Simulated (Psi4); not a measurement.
# HgH2 (SMILES [H][Hg][H]): HF/def2-QZVPPD (density fitting, core potential, sweep point 7)

We compute the charge distribution of HgH2. 

Program for the calculation: Psi4 1.11.

4 further runs of the same task are left out: 4 set aside as unsound or not needed.

## Step 1: The structure to begin with

HgH2: 3 atoms, total charge 0, spin state singlet. SMILES: `[H][Hg][H]`. The shape comes from GFN2-xTB, which is rough for such elements, and wasn't checked as a minimum.

Bond lengths: Hg1–H2 1.733 Å, Hg1–H3 1.736 Å. Angles: H2–Hg1–H3 180.0°.

## Step 2: The charge distribution at HF/def2-QZVPPD (density fitting, core potential, sweep point 7)

h2hg.inp reads:

```
memory 1.6 GB

molecule {
  Hg     0.000190     0.000100     0.001060
  H     -0.019640    -0.024220     1.733430
  H      0.019450     0.024120    -1.734490
  symmetry c1
}

set puream true
set scf_type df

result, w = energy("hf/def2-QZVPPD", return_wfn=True)
oeprop(w, "DIPOLE", "QUADRUPOLE", "MULLIKEN_CHARGES", "LOWDIN_CHARGES")
```

The run is started by

```sh
$ psi4 -i h2hg.inp -o h2hg.out -n 1
```

h2hg.out:

```text
Psi4 1.11 release

   => Loading Basis Set <=

    Name: DEF2-QZVPPD
    Role: ORBITAL
    Keyword: BASIS

    !!!  WARNING: ECP capability is in beta. Please check occupations closely.  !!!

         ---------------------------------------------------------
                                   SCF
                              RHF Reference
                        1 Threads,   1525 MiB Core
         ---------------------------------------------------------

  ==> Geometry <==

    Molecular point group: c1
    Full point group: Cs

    Geometry (in Angstrom), charge = 0, multiplicity = 1:

       Center              X                  Y                   Z               Mass
    ------------   -----------------  -----------------  -----------------  -----------------
         HG          -0.000003180744     0.000015711606     0.000000000000   201.970643400000
         H            0.029253821238     1.732422862375    -0.000000000000     1.007825032230
         H           -0.028616392175    -1.735571507358     0.000000000000     1.007825032230

  Running in c1 symmetry.

  Rotational constants: A = 69596768.97380  B =      2.78076  C =      2.78076 [cm^-1]
  Rotational constants: A = 2086458643951.37598  B =  83365.04968  C =  83365.04635 [MHz]
  Nuclear repulsion =   12.357984899491250

  Charge       = 0
  Multiplicity = 1
  Electrons    = 22
  Nalpha       = 11
  Nbeta        = 11

  ==> Algorithm <==

  SCF Algorithm Type is DF.
  DIIS enabled.
  MOM disabled.
  Fractional occupation disabled.
  Guess Type is SAD.
  Energy threshold   = 1.00e-06
  Density threshold  = 1.00e-06
  Integral threshold = 1.00e-12

  ==> Primary Basis <==

  Basis Set: DEF2-QZVPPD
    Blend: DEF2-QZVPPD
    Number of shells: 44
    Number of basis functions: 154
    Number of Cartesian functions: 192
    Spherical Harmonics?: true
    Max angular momentum: 4

  Core potential: DEF2-QZVPPD
    Number of shells: 4
    Number of ECP primitives: 10
    Number of ECP core electrons: 60
    Max angular momentum: 3

   => Loading Basis Set <=

    Name: (DEF2-QZVPPD AUX)
    Role: JKFIT
    Keyword: DF_BASIS_SCF

  ==> Integral Setup <==

  DFHelper Memory: AOs need 0.057 GiB; user supplied 1.118 GiB.
  SCF_SUBTYPE=INCORE selected. In-core MEM_DF algorithm will be used.
  Using in-core AOs.

  ==> MemDFJK: Density-Fitted J/K Matrices <==

    J tasked:                   Yes
    K tasked:                   Yes
    wK tasked:                   No
    Memory [MiB]:              1144
    Algorithm:                 Core
    Schwarz Cutoff:           1E-12
    Mask sparsity (%):       1.6782
    Fitting Condition:        1E-10

   => Auxiliary Basis Set <=

  Basis Set: (DEF2-QZVPPD AUX)
    Blend: DEF2-UNIVERSAL-JKFIT
    Number of shells: 63
    Number of basis functions: 283
    Number of Cartesian functions: 405
    Spherical Harmonics?: true
    Max angular momentum: 6

  Minimum eigenvalue in the overlap matrix is 2.0005897829E-04.
  Reciprocal condition number of the overlap matrix is 3.4369389163E-05.
    Using symmetric orthogonalization.

  ==> Pre-Iterations <==

  SCF Guess: Superposition of Atomic Densities via on-the-fly atomic UHF (no occupation information).

   -------------------------
    Irrep   Nso     Nmo
   -------------------------
     A        154     154
   -------------------------
    Total     154     154
   -------------------------

  ==> Iterations <==

                           Total Energy        Delta E     RMS |[F,P]|

   @DF-RHF iter SAD:  -152.85872662010809   -1.52859e+02   0.00000e+00
   @DF-RHF iter   1:  -153.62610451066917   -7.67378e-01   1.05725e-03 DIIS/ADIIS
   @DF-RHF iter   2:  -153.64560936659387   -1.95049e-02   5.28210e-04 DIIS/ADIIS
   @DF-RHF iter   3:  -153.64793852054902   -2.32915e-03   1.40177e-04 DIIS/ADIIS
   @DF-RHF iter   4:  -153.64852868348137   -5.90163e-04   5.76253e-05 DIIS
   @DF-RHF iter   5:  -153.64861344935022   -8.47659e-05   7.71203e-06 DIIS
   @DF-RHF iter   6:  -153.64861555104491   -2.10169e-06   1.41522e-06 DIIS
   @DF-RHF iter   7:  -153.64861560681669   -5.57718e-08   1.74368e-07 DIIS
  Energy and wave function converged.

  ==> Post-Iterations <==

    Orbital Energies [Eh]
    ---------------------

    Doubly Occupied:

       1A     -5.096278     2A     -3.083514     3A     -3.083514
       4A     -3.082612     5A     -0.690499     6A     -0.652562
       7A     -0.652562     8A     -0.650796     9A     -0.650796
      10A     -0.459589    11A     -0.389940

    Virtual:

      12A      0.041752    13A      0.041752    14A      0.087435
      15A      0.096787    16A      0.117895    17A      0.199731
      18A      0.199731    19A      0.201720    20A      0.201720
      21A      0.249304    22A      0.311746    23A      0.311746
      24A      0.316061    25A      0.316061    26A      0.321316
      27A      0.371474    28A      0.383705    29A      0.476952
      30A      0.476952    31A      0.515372    32A      0.515372
      33A      0.521252    34A      0.521252    35A      0.528778
      36A      0.562649    37A      0.622970    38A      0.622970
      39A      0.842460    40A      0.842462    41A      0.864964
      42A      0.946316    43A      1.051380    44A      1.061001
      45A      1.073937    46A      1.073937    47A      1.107826
      48A      1.107826    49A      1.259622    50A      1.259622
      51A      1.264065    52A      1.264065    53A      1.294012
      54A      1.294012    55A      1.298220    56A      1.298220
      57A      1.395252    58A      1.397161    59A      1.397161
      60A      1.483661    61A      1.655616    62A      1.666011
      63A      1.945491    64A      2.097757    65A      2.097757
      66A      2.282239    67A      2.282239    68A      2.282456
      69A      2.282457    70A      2.502507    71A      2.626542
      72A      2.626543    73A      2.722490    74A      2.722491
      75A      2.734267    76A      2.734267    77A      2.757139
      78A      2.757139    79A      2.861617    80A      2.962082
      81A      2.962082    82A      2.991279    83A      2.991279
      84A      3.012795    85A      3.012795    86A      3.015878
      87A      3.015878    88A      3.080333    89A      3.150003
      90A      3.150003    91A      3.196343    92A      3.411192
      93A      3.411192    94A      3.532595    95A      3.532595
      96A      3.554258    97A      3.760286    98A      3.763412
      99A      3.763412   100A      3.938073   101A      4.605564
     102A      5.969714   103A      6.023934   104A      6.106904
     105A      6.106904   106A      6.135020   107A      6.135020
     108A      6.135734   109A      6.135734   110A      6.207575
     111A      6.207575   112A      6.225530   113A      6.225530
     114A      6.275866   115A      6.683330   116A      6.683330
     117A      6.689740   118A      6.689740   119A      6.692483
     120A      6.692483   121A      7.051228   122A      7.104391
     123A      7.104392   124A      7.586322   125A      8.026222
     126A      8.026222   127A      8.067967   128A      8.067967
     129A      8.074914   130A      8.074914   131A      8.089486
     132A      8.089486   133A      8.171239   134A      8.171239
     135A      8.304512   136A      8.304512   137A      8.388071
     138A      8.396760   139A      8.396760   140A      8.478377
     141A      8.478378   142A      8.731846   143A      8.731846
     144A      8.867616   145A      9.106439   146A      9.106440
     147A      9.393642   148A      9.466538   149A      9.812739
     150A     33.534276   151A     33.534277   152A     37.262989
     153A     41.122237   154A    125.268448

    Final Occupation by Irrep:
              A
    DOCC [    11 ]
    NA   [    11 ]
    NB   [    11 ]

  @DF-RHF Final Energy:  -153.64861560681669

   => Energetics <=

    Nuclear Repulsion Energy =             12.3579848994912496
    One-Electron Energy =                -295.0278779189347915
    Two-Electron Energy =                 129.0212774126268300
    Total Energy =                       -153.6486156068166906

Computation Completed

Properties will be evaluated at   0.000000,   0.000000,   0.000000 [a0]

Properties computed using the SCF density matrix

 Multipole Moments:

 ------------------------------------------------------------------------------------
     Multipole            Electronic (a.u.)      Nuclear  (a.u.)        Total (a.u.)
 ------------------------------------------------------------------------------------

 L = 1.  Multiply by 2.5417464519 to convert [e a0] to [Debye]
 Dipole X            :         -0.0013152            0.0010844           -0.0002309
 Dipole Y            :          0.0086176           -0.0053563            0.0032614
 Dipole Z            :         -0.0000000           -0.0000000           -0.0000000
 Magnitude           :                                                    0.0032695

 ------------------------------------------------------------------------------------

	total time  =          1 seconds =       0.02 minutes

Properties will be evaluated at   0.000000,   0.000000,   0.000000 [a0]
OEProp: No title given, name of density matrix used for the following properties is 'SCF density'

 Multipole Moments:

 ------------------------------------------------------------------------------------
     Multipole            Electronic (a.u.)      Nuclear  (a.u.)        Total (a.u.)
 ------------------------------------------------------------------------------------

 L = 1.  Multiply by 2.5417464519 to convert [e a0] to [Debye]
 Dipole X            :         -0.0013152            0.0010844           -0.0002309
 Dipole Y            :          0.0086176           -0.0053563            0.0032614
 Dipole Z            :         -0.0000000           -0.0000000           -0.0000000
 Magnitude           :                                                    0.0032695

 L = 2.  Multiply by 1.3450342976 to convert [e a0^2] to [Debye ang]
 Quadrupole XX       :        -18.4330996            0.0059804          -18.4271192
 Quadrupole XY       :         -0.4451434            0.3583413           -0.0868021
 Quadrupole XZ       :         -0.0000001           -0.0000000           -0.0000001
 Quadrupole YY       :        -45.1020652           21.4745892          -23.6274760
 Quadrupole YZ       :         -0.0000000           -0.0000000           -0.0000000
 Quadrupole ZZ       :        -18.4256712            0.0000000          -18.4256712
 Traceless XX        :          8.8871791           -7.1542095            1.7329696
 Traceless YY        :        -17.7817865           14.3143993           -3.4673872
 Traceless ZZ        :          8.8946075           -7.1601899            1.7344176

 ------------------------------------------------------------------------------------
  Mulliken Charges: (a.u.)
   Center  Symbol    Alpha    Beta     Spin     Total
       1    HG     9.74222  9.74222  0.00000  0.51556
       2     H     0.62871  0.62871  0.00000 -0.25743
       3     H     0.62907  0.62907  0.00000 -0.25814

   Total alpha = 11.00000, Total beta = 11.00000, Total charge =  0.00000

  Lowdin Charges: (a.u.)
   Center  Symbol    Alpha    Beta     Spin     Total
       1    HG     9.64436  9.64436  0.00000  0.71127
       2     H     0.67821  0.67821  0.00000 -0.35641
       3     H     0.67743  0.67743  0.00000 -0.35486

  Total alpha = 11.00000, Total beta = 11.00000, Total charge =  0.00000

    Psi4 run time: 0:00:01.18
```

Wall time 1.9 s (1 thread of Intel Xeon 6975P-C (Granite Rapids), shared host); peak memory 0.28 GiB.

Atomic charges (e):

```csv
atom,Löwdin,Mulliken
Hg1,+0.711,+0.516
H2,-0.356,-0.257
H3,-0.355,-0.258
```

## Step 3: Results

At HF/def2-QZVPPD (density fitting, core potential, sweep point 7):

| quantity | value |
| --- | --- |
| total energy | -153.64862 Eh |
| dipole moment | 0.01 D |
| HOMO energy | -10.61 eV |
| LUMO energy | 1.14 eV |
| HOMO–LUMO gap | 11.75 eV |

In words: Mulliken charges run from -0.26 on H3 to +0.52 on Hg1; in a basis this large or diffuse they mean little.
